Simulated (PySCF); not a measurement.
**Ar(3+): dipole response in aug-cc-pCVTZ-DK plus 1 even-tempered diffuse shell per l**

Aim: the static polarisability and the C₆ coefficient of Ar(3+), method by method.

Method: unrestricted determinants in a Gaussian basis, no spin-orbit coupling in the energies. Code: PySCF 2.14.0.

**1. The system**

```
Element     : argon (Z = 18)
Basis       : aug-cc-pCVTZ-DK with one added diffuse shell each of s, p, d, f type (9s8p6d4f, 91 functions)
Hamiltonian : scalar relativity by spin-free X2C-1e
State 1     : Ar(3+): [Ne] 3s2 3p3, high-spin 4S determinant
Methods     : UHF, PBE, PBE0, TPSSh, BP86
```

The outer shells:

Ar3+ [Ne] 3s2 3p3
```
[Ne] core
3s [↑↓]
3p [↑ ][↑ ][↑ ]
```

The runs were made by one driver on top of PySCF. The scripts below sum up each run's settings (the driver also hands on starting orbitals that pick excited configurations, and frozen orbitals as a list rather than a count), and the logs come from the driver's own runs. The driver starts from symmetry-adapted Hartree-Fock orbitals, holds the occupation by maximum overlap and uses a logarithmic radial grid for functionals, so a plain start would take other cycles.

The integrals over 91 functions and the set-up took 0.58 s of CPU time.

**2. Ar(3+)**

Level: UHF.

The input, input.py:

```python
from pyscf import gto, scf, dft, mp, cc
import basis_set_exchange as bse
mol = gto.M(atom="Ar 0 0 0", charge=3, spin=3, symmetry="D2h",
            basis=gto.basis.parse(bse.get_basis("aug-cc-pCVTZ-DK", elements=["Ar"], fmt="nwchem", augment_diffuse=1)),
            nucmod="G")
mf = scf.UHF(mol).sfx2c1e()
mf.irrep_nelec = {'Ag': (3, 3), 'B1u': (2, 1), 'B2u': (2, 1), 'B3u': (2, 1)}
mf.kernel()
```

What it wrote:

```text
damping factor = 0
level_shift factor = 0
DIIS = <class 'pyscf.scf.diis.CDIIS'>
diis_start_cycle = 1
diis_space = 10
diis_damp = 0
SCF conv_tol = 1e-09
SCF conv_tol_grad = None
number electrons alpha = 9  beta = 6
cycle= 1 E= -525.671580452242  delta_E= -2.12e-10  |g|= 5.21e-06  |ddm|= 6.27e-05
converged SCF energy = -525.671580452242  <S^2> = 3.7507779  2S+1 = 4.0003889
```

CPU time 8.7 s on a shared host, the integrals not counted.

Orbital energies by shell (radii are means over both spins):

| shell | electrons | mean orbital energy (eV) | spread (eV) | rms radius (bohr) |
| --- | --- | --- | --- | --- |
| 1s α | 1 | -3290.7 | 0 | 0.0991 |
| 1s β | 1 | -3289.1 | 0 | 0.0991 |
| 2s α | 1 | -386.19 | 0 | 0.445 |
| 2s β | 1 | -384.82 | 0 | 0.445 |
| 2p α | 3 | -309.52 | 0 | 0.416 |
| 2p β | 3 | -306.96 | 0 | 0.416 |
| 3s α | 1 | -80.174 | 0 | 1.39 |
| 3s β | 1 | -67.759 | 0 | 1.39 |
| 3p α | 3 | -59.226 | 0 | 1.50 |

⟨S²⟩ = 3.751, ⟨L²⟩ = 0.00.

The driver then solved the coupled dipole response at imaginary frequencies: mean α = 3.672 bohr³, C₆ = 9.989 au for a like pair.

Level: PBE.

input.py, as changed from the run before:

```diff
@@ -5,3 +5,3 @@
             nucmod="G")
-mf = scf.UHF(mol).sfx2c1e()
+mf = dft.UKS(mol, xc="PBE").sfx2c1e()
 mf.irrep_nelec = {'Ag': (3, 3), 'B1u': (2, 1), 'B2u': (2, 1), 'B3u': (2, 1)}
```

What it wrote:

```text
damping factor = 0
level_shift factor = 0
DIIS = <class 'pyscf.scf.diis.CDIIS'>
diis_start_cycle = 1
diis_space = 10
diis_damp = 0
SCF conv_tol = 1e-09
SCF conv_tol_grad = None
number electrons alpha = 9  beta = 6
XC functionals = PBE
    J. P. Perdew, K. Burke, and M. Ernzerhof.,  Phys. Rev. Lett. 77, 3865 (1996)
    J. P. Perdew, K. Burke, and M. Ernzerhof.,  Phys. Rev. Lett. 78, 1396 (1997)
    J. P. Perdew, K. Burke, and M. Ernzerhof.,  Phys. Rev. Lett. 77, 3865 (1996)
    J. P. Perdew, K. Burke, and M. Ernzerhof.,  Phys. Rev. Lett. 78, 1396 (1997)
cycle= 1 E= -526.078240951492  delta_E= -0.00814  |g|= 0.0112  |ddm|= 0.215
cycle= 2 E= -526.078256652823  delta_E= -1.57e-05  |g|= 0.00208  |ddm|= 0.0139
cycle= 3 E= -526.078257128528  delta_E= -4.76e-07  |g|= 0.000103  |ddm|= 0.0018
cycle= 4 E= -526.078257129402  delta_E= -8.73e-10  |g|= 4.01e-05  |ddm|= 9.19e-05
cycle= 5 E= -526.07825712958  delta_E= -1.78e-10  |g|= 1.3e-06  |ddm|= 2.76e-05
converged SCF energy = -526.07825712958  <S^2> = 3.750266  2S+1 = 4.000133
```

It used 5.9 s of CPU time after the integrals (shared host).

The driver then solved the coupled dipole response at imaginary frequencies: mean α = 3.578 bohr³, C₆ = 9.733 au for a like pair.

Level: PBE0.

input.py, as changed from the run before:

```diff
@@ -5,3 +5,3 @@
             nucmod="G")
-mf = dft.UKS(mol, xc="PBE").sfx2c1e()
+mf = dft.UKS(mol, xc="PBE0").sfx2c1e()
 mf.irrep_nelec = {'Ag': (3, 3), 'B1u': (2, 1), 'B2u': (2, 1), 'B3u': (2, 1)}
```

What it wrote:

```text
damping factor = 0
level_shift factor = 0
DIIS = <class 'pyscf.scf.diis.CDIIS'>
diis_start_cycle = 1
diis_space = 10
diis_damp = 0
SCF conv_tol = 1e-09
SCF conv_tol_grad = None
number electrons alpha = 9  beta = 6
XC functionals = PBE0
    C. Adamo and V. Barone.,  J. Chem. Phys. 110, 6158 (1999)
    M. Ernzerhof and G. E. Scuseria.,  J. Chem. Phys. 110, 5029 (1999)
cycle= 1 E= -526.115863344958  delta_E= -0.00441  |g|= 0.00801  |ddm|= 0.163
cycle= 2 E= -526.115869024852  delta_E= -5.68e-06  |g|= 0.000673  |ddm|= 0.00601
cycle= 3 E= -526.115869078341  delta_E= -5.35e-08  |g|= 5.02e-05  |ddm|= 0.000749
cycle= 4 E= -526.115869078987  delta_E= -6.46e-10  |g|= 1.75e-05  |ddm|= 6.64e-05
converged SCF energy = -526.115869078987  <S^2> = 3.7503089  2S+1 = 4.0001544
```

CPU time 13 s on a shared host, the integrals not counted.

The driver then solved the coupled dipole response at imaginary frequencies: mean α = 3.586 bohr³, C₆ = 9.748 au for a like pair.

Level: TPSSh.

input.py, as changed from the run before:

```diff
@@ -5,3 +5,3 @@
             nucmod="G")
-mf = dft.UKS(mol, xc="PBE0").sfx2c1e()
+mf = dft.UKS(mol, xc="TPSSH").sfx2c1e()
 mf.irrep_nelec = {'Ag': (3, 3), 'B1u': (2, 1), 'B2u': (2, 1), 'B3u': (2, 1)}
```

What it wrote:

```text
damping factor = 0
level_shift factor = 0
DIIS = <class 'pyscf.scf.diis.CDIIS'>
diis_start_cycle = 1
diis_space = 10
diis_damp = 0
SCF conv_tol = 1e-09
SCF conv_tol_grad = None
number electrons alpha = 9  beta = 6
XC functionals = TPSSH
    V. N. Staroverov, G. E. Scuseria, J. Tao, and J. P. Perdew.,  J. Chem. Phys. 119, 12129 (2003)
cycle= 1 E= -526.287745113545  delta_E= -0.00426  |g|= 0.00748  |ddm|= 0.197
cycle= 2 E= -526.287749486481  delta_E= -4.37e-06  |g|= 0.000933  |ddm|= 0.00827
cycle= 3 E= -526.287749546595  delta_E= -6.01e-08  |g|= 6.56e-05  |ddm|= 0.000594
cycle= 4 E= -526.287749546768  delta_E= -1.73e-10  |g|= 3.22e-06  |ddm|= 3.14e-05
converged SCF energy = -526.287749546768  <S^2> = 3.7504481  2S+1 = 4.000224
```

It used 26 s of CPU time after the integrals (shared host).

The driver then solved the coupled dipole response at imaginary frequencies: mean α = 3.609 bohr³, C₆ = 9.875 au for a like pair.

Level: BP86.

input.py, as changed from the run before:

```diff
@@ -5,3 +5,3 @@
             nucmod="G")
-mf = dft.UKS(mol, xc="TPSSH").sfx2c1e()
+mf = dft.UKS(mol, xc="B88,P86").sfx2c1e()
 mf.irrep_nelec = {'Ag': (3, 3), 'B1u': (2, 1), 'B2u': (2, 1), 'B3u': (2, 1)}
```

What it wrote:

```text
damping factor = 0
level_shift factor = 0
DIIS = <class 'pyscf.scf.diis.CDIIS'>
diis_start_cycle = 1
diis_space = 10
diis_damp = 0
SCF conv_tol = 1e-09
SCF conv_tol_grad = None
number electrons alpha = 9  beta = 6
XC functionals = B88,P86
    A. D. Becke.,  Phys. Rev. A 38, 3098 (1988)
    J. P. Perdew.,  Phys. Rev. B 33, 8822 (1986)
cycle= 1 E= -526.319580476752  delta_E= -0.00831  |g|= 0.00826  |ddm|= 0.215
cycle= 2 E= -526.319597025204  delta_E= -1.65e-05  |g|= 0.00185  |ddm|= 0.0137
cycle= 3 E= -526.319597860144  delta_E= -8.35e-07  |g|= 0.000656  |ddm|= 0.00253
cycle= 4 E= -526.319597893209  delta_E= -3.31e-08  |g|= 2.9e-05  |ddm|= 0.000337
cycle= 5 E= -526.31959789325  delta_E= -4.15e-11  |g|= 1.29e-06  |ddm|= 1.45e-05
converged SCF energy = -526.31959789325  <S^2> = 3.7502572  2S+1 = 4.0001286
```

It used 5.9 s of CPU time after the integrals (shared host).

The driver then solved the coupled dipole response at imaginary frequencies: mean α = 3.571 bohr³, C₆ = 9.708 au for a like pair.

Radial density 4πr²ρ of Ar(3+) at UHF:

| r (bohr) | density | spin density |
| --- | --- | --- |
| 0.00174 | 0.170 | 0.000 |
| 0.00292 | 0.437 | 0.000 |
| 0.00491 | 1.10 | 0.000 |
| 0.00826 | 2.66 | 0.000 |
| 0.0139 | 5.97 | 0.001 |
| 0.0234 | 11.8 | 0.003 |
| 0.0393 | 18.6 | 0.017 |
| 0.0661 | 20.7 | 0.078 |
| 0.111 | 15.6 | 0.282 |
| 0.187 | 16.4 | 0.613 |
| 0.315 | 20.9 | 0.437 |
| 0.529 | 9.62 | 0.001 |
| 0.890 | 4.14 | 1.826 |
| 1.50 | 3.48 | 2.099 |
| 2.52 | 0.393 | 0.276 |
| 4.24 | 0.00217 | 0.002 |

**3. Polarisabilities and C₆**

Ar(3+), in atomic units:

| method | mean α | C₆ (like pair) | S(−4) |
| --- | --- | --- | --- |
| UHF | 3.672 | 9.989 | 4.798 |
| PBE | 3.578 | 9.733 | 4.126 |
| PBE0 | 3.586 | 9.748 | 4.207 |
| TPSSh | 3.609 | 9.875 | 4.312 |
| BP86 | 3.571 | 9.708 | 4.099 |

α(iu) at BP86:

| u (hartree) | α(iu) (bohr³) |
| --- | --- |
| 0 | 3.571 |
| 0.0500 | 3.560 |
| 0.100 | 3.530 |
| 0.200 | 3.416 |
| 0.300 | 3.247 |
| 0.500 | 2.818 |
| 0.750 | 2.263 |
| 1.00 | 1.790 |
| 1.50 | 1.142 |
| 2.00 | 0.7743 |
| 3.00 | 0.4223 |
| 5.00 | 0.1911 |

**4. What came out**

```
   quantity                              value
α of Ar(3+)  3.571 (BP86) to 3.672 (UHF) bohr³
```

A single London oscillator with the computed α and C₆ of Ar(3+) at UHF would have ω = 4 C₆ / (3 α²) = 0.988 hartree. All values hold for this basis alone; no basis-set limit was taken.
